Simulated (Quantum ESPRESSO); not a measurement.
# MoSe (Pm-3m) in Quantum ESPRESSO: further runs

The runs below take MoSe through single point, with LDA+U.

Program: Quantum ESPRESSO 7.5. These are calculated values, not measurements. Logs are shortened: lines on timing, memory, paths and dates and some standing lists are left out, and cuts for length are marked.

**1. The structure**

It takes space group Pm-3m (No. 221, cubic). The conventional cell has a = 3.500 Å, b = 3.500 Å, c = 3.500 Å, α = 90.00°, β = 90.00°, γ = 90.00°. Mo (site symmetry m-3m) has 8 Se at 3.03 Å as nearest neighbours. Around Se (site symmetry m-3m) lie 8 Mo at 3.03 Å.

The cell was built by a generator and needn't be a form met in nature.

**2. Single point, LDA+U**

The input, pw.in:

```
&CONTROL
  calculation = 'scf'
  prefix = 'pwscf'
  outdir = './tmp'
  pseudo_dir = './pseudo'
  tprnfor = .true.
  tstress = .true.
  disk_io = 'nowf'
/
&SYSTEM
  ibrav = 0
  nat = 2
  ntyp = 2
  ecutwfc = 60
  ecutrho = 440
  nbnd = 19
  input_dft = 'pz'
  occupations = 'smearing'
  smearing = 'fd'
  degauss = 0.00367493
/
&ELECTRONS
  conv_thr = 4d-10
  electron_maxstep = 120
  mixing_beta = 0.3
/
ATOMIC_SPECIES
Mo    95.9500 Mo_ONCV_PBE-1.0.oncvpsp.upf
Se    78.9710 Se_pbe_v1.uspp.F.UPF
CELL_PARAMETERS angstrom
   3.5002295900    0.0000000000    0.0000000000
   0.0000000000    3.5002295900    0.0000000000
   0.0000000000    0.0000000000    3.5002295900
ATOMIC_POSITIONS angstrom
Mo     0.0000000000    0.0000000000    0.0000000000
Se     1.7501147950    1.7501147950    1.7501147950
K_POINTS automatic
8 8 8 0 0 0
HUBBARD {ortho-atomic}
U Mo-4d 2.0
```

Potentials or basis: SSSP 1.3 efficiency PBE.

The run is started by

```
OMP_NUM_THREADS=1 pw.x -in pw.in > pw.out
```

pw.out:

```text
This program is part of the open-source Quantum ESPRESSO suite
     for quantum simulation of materials; please cite
         "P. Giannozzi et al., J. Phys.:Condens. Matter 21 395502 (2009);
         "P. Giannozzi et al., J. Phys.:Condens. Matter 29 465901 (2017);
         "P. Giannozzi et al., J. Chem. Phys. 152 154105 (2020);
     in publications or presentations arising from this work. More details at

     IMPORTANT: XC functional enforced from input :
     Exchange-correlation= PZ
                           (   1   1   0   0   0   0   0)
     Any further DFT definition will be discarded
     Please, verify this is what you really want

     Message from routine setup:
     using ibrav=0 with symmetry is DISCOURAGED, use correct ibrav instead

     G-vector sticks info
     --------------------
     sticks:   dense  smooth     PW     G-vecs:    dense   smooth      PW
     Sum        1533     845    253                45025    18037    3071

     Using Slab Decomposition

     bravais-lattice index     =            0
     lattice parameter (alat)  =       6.6145  a.u.
     unit-cell volume          =     289.3918 (a.u.)^3
     number of atoms/cell      =            2
     number of atomic types    =            2
     number of electrons       =        20.00
     number of Kohn-Sham states=           19
     kinetic-energy cutoff     =      60.0000  Ry
     charge density cutoff     =     440.0000  Ry
     scf convergence threshold =      4.0E-10
     mixing beta               =       0.3000
     number of iterations used =            8  plain     mixing
     Exchange-correlation= PZ
                           (   1   1   0   0   0   0   0)
     Hubbard projectors: ortho-atomic
     Hubbard parameters of DFT+U (Dudarev formulation) in eV:
     U(Mo-4d) =  2.0000

     Internal variables: lda_plus_u =T, lda_plus_u_kind = 0

     Internal variables: orbital_resolved =F, hub_pot_fix =F, apply_U = F

     celldm(1)=   6.614475  celldm(2)=   0.000000  celldm(3)=   0.000000
     celldm(4)=   0.000000  celldm(5)=   0.000000  celldm(6)=   0.000000

     crystal axes: (cart. coord. in units of alat)
               a(1) = (   1.000000   0.000000   0.000000 )
               a(2) = (   0.000000   1.000000   0.000000 )
               a(3) = (   0.000000   0.000000   1.000000 )

     reciprocal axes: (cart. coord. in units 2 pi/alat)
               b(1) = (  1.000000  0.000000  0.000000 )
               b(2) = (  0.000000  1.000000  0.000000 )
               b(3) = (  0.000000  0.000000  1.000000 )

     PseudoPot. # 1 for Mo read from file:
     Mo_ONCV_PBE-1.0.oncvpsp.upf
     Pseudo is Norm-conserving, Zval = 14.0
     Generated using ONCVPSP code by D. R. Hamann
     Using radial grid of 1526 points,  6 beta functions with:
                l(1) =   0
                l(2) =   0
                l(3) =   1
                l(4) =   1
                l(5) =   2
                l(6) =   2

     PseudoPot. # 2 for Se read from file:
     Se_pbe_v1.uspp.F.UPF
     Pseudo is Ultrasoft + core correction, Zval =  6.0
     Generated by new atomic code, or converted to UPF format
     Using radial grid of  877 points,  6 beta functions with:
                l(1) =   0
                l(2) =   0
                l(3) =   1
                l(4) =   1
                l(5) =   2
                l(6) =   2
     Q(r) pseudized with  8 coefficients,  rinner =    1.300   1.300   1.300
                                                       1.300   1.300

     atomic species   valence    mass     pseudopotential
     Mo               14.00    95.95000     Mo( 1.00)
     Se                6.00    78.97100     Se( 1.00)

     48 Sym. Ops., with inversion, found

   Cartesian axes

     site n.     atom                  positions (alat units)
         1        Mo     tau(   1) = (   0.0000000   0.0000000   0.0000000  )
         2        Se     tau(   2) = (   0.5000000   0.5000000   0.5000000  )

     number of k points=    35  Fermi-Dirac smearing, width (Ry)=  0.0037
                       cart. coord. in units 2pi/alat
        k(    1) = (   0.0000000   0.0000000   0.0000000), wk =   0.0039062
        k(    2) = (   0.0000000   0.0000000   0.1250000), wk =   0.0234375
        k(    3) = (   0.0000000   0.0000000   0.2500000), wk =   0.0234375
        k(    4) = (   0.0000000   0.0000000   0.3750000), wk =   0.0234375
        k(    5) = (   0.0000000   0.0000000  -0.5000000), wk =   0.0117188
        k(    6) = (   0.0000000   0.1250000   0.1250000), wk =   0.0468750
[... 27 lines left out ...]
        k(   34) = (   0.3750000  -0.5000000  -0.5000000), wk =   0.0234375
        k(   35) = (  -0.5000000  -0.5000000  -0.5000000), wk =   0.0039062

     Dense  grid:    45025 G-vectors     FFT dimensions: (  45,  45,  45)

     Smooth grid:    18037 G-vectors     FFT dimensions: (  36,  36,  36)

     Initial potential from superposition of free atoms

     starting charge      19.9989, renormalised to      20.0000

     STARTING HUBBARD OCCUPATIONS:

     =================== HUBBARD OCCUPATIONS ===================
     ------------------------ ATOM    1 ------------------------
     Tr[ns(  1)] =   4.00000
     eigenvalues:
       0.400  0.400  0.400  0.400  0.400
     eigenvectors (columns):
       1.000  0.000  0.000  0.000  0.000
       0.000  1.000  0.000  0.000  0.000
       0.000  0.000  1.000  0.000  0.000
       0.000  0.000  0.000  1.000  0.000
       0.000  0.000  0.000  0.000  1.000
     occupation matrix ns (before diag.):
       0.400  0.000  0.000  0.000  0.000
       0.000  0.400  0.000  0.000  0.000
       0.000  0.000  0.400  0.000  0.000
       0.000  0.000  0.000  0.400  0.000
       0.000  0.000  0.000  0.000  0.400

     Number of occupied Hubbard levels =    4.0000

     Atomic wfc used for Hubbard projectors are orthogonalized

     Starting wfcs are   14 randomized atomic wfcs +    5 random wfcs

     Self-consistent Calculation

     iteration #  1     ecut=    60.00 Ry     beta= 0.30
     Davidson diagonalization with overlap
     ethr =  1.00E-02,  avg # of iterations =  4.3

     =================== HUBBARD OCCUPATIONS ===================
     ------------------------ ATOM    1 ------------------------
     Tr[ns(  1)] =   5.01532
     eigenvalues:
       0.455  0.455  0.455  0.572  0.572
     eigenvectors (columns):
      -0.000 -0.000  0.000  0.042  0.999
      -0.216  0.234  0.948 -0.000 -0.000
      -0.637  0.702 -0.319 -0.000 -0.000
       0.000  0.000 -0.000 -0.999  0.042
       0.740  0.673  0.003  0.000  0.000
     occupation matrix ns (before diag.):
       0.572 -0.000 -0.000 -0.000  0.000
      -0.000  0.455 -0.000  0.000  0.000
      -0.000 -0.000  0.455  0.000  0.000
      -0.000  0.000  0.000  0.572 -0.000
       0.000  0.000  0.000 -0.000  0.455

     Number of occupied Hubbard levels =    5.0153

     Threshold (ethr) on eigenvalues was too large:
     Diagonalizing with lowered threshold

     Davidson diagonalization with overlap
     ethr =  6.62E-05,  avg # of iterations =  3.5

     total energy              =    -179.83701770 Ry
     estimated scf accuracy    <       0.01411833 Ry

     iteration #  2     ecut=    60.00 Ry     beta= 0.30
     Davidson diagonalization with overlap
     ethr =  7.06E-05,  avg # of iterations =  1.1

     total energy              =    -179.83745355 Ry
     estimated scf accuracy    <       0.00579624 Ry

     iteration #  3     ecut=    60.00 Ry     beta= 0.30
     Davidson diagonalization with overlap
     ethr =  2.90E-05,  avg # of iterations =  1.2

     total energy              =    -179.83799865 Ry
     estimated scf accuracy    <       0.00188079 Ry
[... 40 lines left out ...]
     total energy              =    -179.83823719 Ry
     estimated scf accuracy    <       0.00000028 Ry

     iteration # 10     ecut=    60.00 Ry     beta= 0.30
     Davidson diagonalization with overlap
     ethr =  1.40E-09,  avg # of iterations =  1.2

     total energy              =    -179.83823727 Ry
     estimated scf accuracy    <          4.0E-09 Ry

     iteration # 11     ecut=    60.00 Ry     beta= 0.30
     Davidson diagonalization with overlap
     ethr =  2.01E-11,  avg # of iterations =  4.5

     End of self-consistent calculation

     =================== HUBBARD OCCUPATIONS ===================
     ------------------------ ATOM    1 ------------------------
     Tr[ns(  1)] =   5.05522
     eigenvalues:
       0.435  0.435  0.435  0.612  0.612
     eigenvectors (columns):
      -0.000 -0.000  0.000 -0.049  0.999
      -0.217  0.239  0.946 -0.000 -0.000
      -0.634  0.703 -0.323 -0.000 -0.000
       0.000  0.000 -0.000 -0.999 -0.049
       0.743  0.670  0.001  0.000  0.000
     occupation matrix ns (before diag.):
       0.612 -0.000 -0.000 -0.000  0.000
      -0.000  0.435 -0.000  0.000  0.000
      -0.000 -0.000  0.435  0.000  0.000
      -0.000  0.000  0.000  0.612 -0.000
       0.000  0.000  0.000 -0.000  0.435

     Number of occupied Hubbard levels =    5.0552

          k = 0.0000 0.0000 0.0000 (  2301 PWs)   bands (ev):

   -50.0240 -23.9316 -23.9316 -23.9316  -3.1960   8.8926   8.8926   9.6367
     9.6367   9.6367  11.7447  11.7447  11.7447  11.8020  19.6852  19.6852
    24.8738  24.8738  24.8738

          k = 0.0000 0.0000 0.1250 (  2269 PWs)   bands (ev):

   -50.0234 -23.9439 -23.9305 -23.9305  -3.0868   7.9197   8.9612   9.4259
     9.4259   9.8127  11.7684  12.0543  12.0543  12.7936  19.2949  20.0660
    23.3644  23.3644  24.0143

          k = 0.0000 0.0000 0.2500 (  2268 PWs)   bands (ev):

   -50.0218 -23.9735 -23.9279 -23.9279  -2.7997   6.3454   9.0387   9.0387
     9.1369  10.5695  11.8265  12.7331  12.7331  14.0907  18.4547  20.3118
    21.3391  21.3391  23.3322
[... 55 lines left out ...]
          k = 0.0000 0.3750 0.3750 (  2266 PWs)   bands (ev):

   -50.0166 -23.9944 -23.9936 -23.9195  -2.0466   6.2106   6.7498   9.5352
     9.6531  10.9619  11.3300  12.0619  12.2213  14.7365  18.6561  20.3510
    21.4854  22.2321  24.6208

          k = 0.0000 0.3750-0.5000 (  2260 PWs)   bands (ev):

   -50.0160 -24.0056 -23.9925 -23.9185  -1.9647   6.1390   6.8361   9.3307
     9.8803  10.9696  11.2359  11.7810  12.2293  14.5156  18.8484  20.2643
    21.3133  22.8531  24.6692

          k = 0.0000-0.5000-0.5000 (  2216 PWs)   bands (ev):

   -50.0155 -24.0041 -24.0041 -23.9176  -1.8982   6.5656   6.5656   8.9958
    10.7047  10.8391  10.8391  11.0422  12.3586  14.3857  19.7519  19.7519
    20.9222  24.6189  24.6189

          k = 0.1250 0.1250 0.1250 (  2253 PWs)   bands (ev):

   -50.0220 -23.9424 -23.9412 -23.9412  -2.8844   7.8987   8.1380   8.1380
    10.1553  10.1553  11.8437  12.0160  12.0160  14.6102  19.8856  19.8856
    20.9262  22.5658  22.5658

          k = 0.1250 0.1250 0.2500 (  2275 PWs)   bands (ev):

   -50.0205 -23.9709 -23.9392 -23.9385  -2.6264   6.5732   8.1454   8.3682
     9.8068  10.8061  11.5253  12.1950  12.7650  15.5141  19.3537  19.4245
    20.7206  21.1678  22.7273

          k = 0.1250 0.1250 0.3750 (  2271 PWs)   bands (ev):
[... 29 lines left out ...]
          k = 0.1250 0.3750 0.3750 (  2257 PWs)   bands (ev):

   -50.0159 -23.9931 -23.9923 -23.9311  -1.9660   6.2793   6.6726   8.8965
     9.7808  11.0332  11.0781  12.2096  12.8874  14.8872  18.2597  19.4579
    21.1545  23.2297  24.5931

          k = 0.1250 0.3750-0.5000 (  2276 PWs)   bands (ev):

   -50.0153 -24.0042 -23.9912 -23.9300  -1.8808   6.1444   6.7386   9.0884
     9.5607  10.9878  11.0338  12.3022  12.7940  14.6163  18.4736  19.0023
    21.5371  23.4837  25.1655

          k = 0.1250-0.5000-0.5000 (  2272 PWs)   bands (ev):

   -50.0147 -24.0027 -24.0027 -23.9290  -1.8082   6.4671   6.4671   9.1338
     9.3098  11.0799  11.0799  12.3674  12.3901  14.3984  18.8665  18.8665
    21.5836  23.8825  25.6537

          k = 0.2500 0.2500 0.2500 (  2256 PWs)   bands (ev):

   -50.0172 -23.9662 -23.9639 -23.9639  -2.1978   7.1601   7.1834   7.1834
    10.4483  10.4483  11.4063  12.7915  12.7915  15.3758  19.2617  19.2617
    21.2515  21.7078  21.7078

          k = 0.2500 0.2500 0.3750 (  2270 PWs)   bands (ev):

   -50.0157 -23.9928 -23.9624 -23.9610  -1.9674   6.2000   7.0941   7.8262
    10.3172  10.8119  11.0981  12.4955  13.5208  15.3615  17.8923  18.2537
    21.7127  22.4598  23.9555

          k = 0.2500 0.2500-0.5000 (  2278 PWs)   bands (ev):

   -50.0151 -24.0044 -23.9611 -23.9598  -1.8634   5.8331   7.0541   8.1899
    10.2904  10.6859  11.0887  12.4402  13.8818  15.5705  17.2991  17.5173
    21.7292  23.5048  24.3862

          k = 0.2500 0.3750 0.3750 (  2281 PWs)   bands (ev):

   -50.0141 -23.9898 -23.9891 -23.9588  -1.7567   6.4007   6.4954   7.6312
    10.3682  11.0816  11.1926  12.6578  13.4778  15.1481  17.0684  17.8240
    22.0206  23.1145  24.9338

          k = 0.2500 0.3750-0.5000 (  2282 PWs)   bands (ev):

   -50.0135 -24.0009 -23.9881 -23.9576  -1.6621   6.1281   6.5163   7.6871
    10.2778  11.2139  11.4580  12.4927  13.6720  14.8902  17.0867  17.2724
    21.9517  23.1490  25.7704

          k = 0.2500-0.5000-0.5000 (  2284 PWs)   bands (ev):

   -50.0129 -23.9994 -23.9994 -23.9564  -1.5719   6.2499   6.2499   7.5456
    10.2072  11.7461  11.7461  12.3887  13.3963  14.4024  17.2083  17.2083
    21.2300  23.4914  27.5803

          k = 0.3750 0.3750 0.3750 (  2290 PWs)   bands (ev):

   -50.0125 -23.9869 -23.9859 -23.9859  -1.5217   6.3294   6.3294   6.7796
    11.2823  11.3352  11.3352  13.3862  13.3862  15.2065  16.2613  16.2613
    20.5912  25.3954  25.3954

          k = 0.3750 0.3750-0.5000 (  2288 PWs)   bands (ev):

   -50.0119 -23.9975 -23.9852 -23.9846  -1.4148   6.0807   6.2634   6.6712
    11.3899  11.4532  12.2148  12.7261  14.0109  15.2391  15.3462  16.0393
    19.8718  25.6373  26.5954

          k = 0.3750-0.5000-0.5000 (  2288 PWs)   bands (ev):

   -50.0112 -23.9961 -23.9961 -23.9836  -1.3017   6.0546   6.0546   6.4032
    11.5035  12.4102  12.7449  12.7449  13.9137  14.2688  15.5289  15.5289
    18.9135  26.3582  28.7978

          k =-0.5000-0.5000-0.5000 (  2272 PWs)   bands (ev):

   -50.0106 -23.9947 -23.9947 -23.9947  -1.1766   5.9788   5.9788   5.9788
    12.4192  12.4192  13.9708  13.9708  13.9708  14.0681  14.0681  14.0681
    17.9038  29.3073  29.3073

     the Fermi energy is    11.2750 ev

!    total energy              =    -179.83823727 Ry
     estimated scf accuracy    <          7.5E-11 Ry
     smearing contrib. (-TS)   =      -0.00229084 Ry
     internal energy E=F+TS    =    -179.83594643 Ry

     The total energy is F=E-TS. E is the sum of the following terms:
     one-electron contribution =     -45.82192899 Ry
     hartree contribution      =      30.04814563 Ry
     xc contribution           =     -44.35505394 Ry
     ewald contribution        =    -119.88528529 Ry
     Hubbard energy            =       0.17817615 Ry

     convergence has been achieved in  11 iterations

     Forces acting on atoms (cartesian axes, Ry/au):

     atom    1 type  1   force =     0.00000000    0.00000000    0.00000000
     atom    2 type  2   force =     0.00000000    0.00000000    0.00000000

     Total force =     0.000000     Total SCF correction =     0.000000

     Computing stress (Cartesian axis) and pressure

          total   stress  (Ry/bohr**3)                   (kbar)     P=     -320.41
  -0.00217814   0.00000000   0.00000000         -320.41        0.00        0.00
   0.00000000  -0.00217814   0.00000000            0.00     -320.41        0.00
   0.00000000   0.00000000  -0.00217814            0.00        0.00     -320.41

=------------------------------------------------------------------------------=
   JOB DONE.
=------------------------------------------------------------------------------=
```

Run time: 28 s. Hardware: 1 thread of Arm Neoverse V2, shared host; peak memory 0.21 GiB.

What came out:

```yaml
Free_energy: -2446.8239 eV
Pressure: -32.0 GPa
Band_gap_on_the_k_mesh: none (metal or under the smearing width)
```

Eigenvalues of the final occupation matrices:
```csv
site,spin,trace,eigenvalues
Mo 1 4d,each,2.53,0.43 0.43 0.43 0.61 0.61
```

Caveat: the potentials were made for another functional, which shifts forces and pressure; a pressure of tens of GPa on the cell as given is suspect, and the run, the potentials or the cell itself is likely at fault; U without spin polarisation on a metal has little footing.

(Continued in part 2 of 2.)
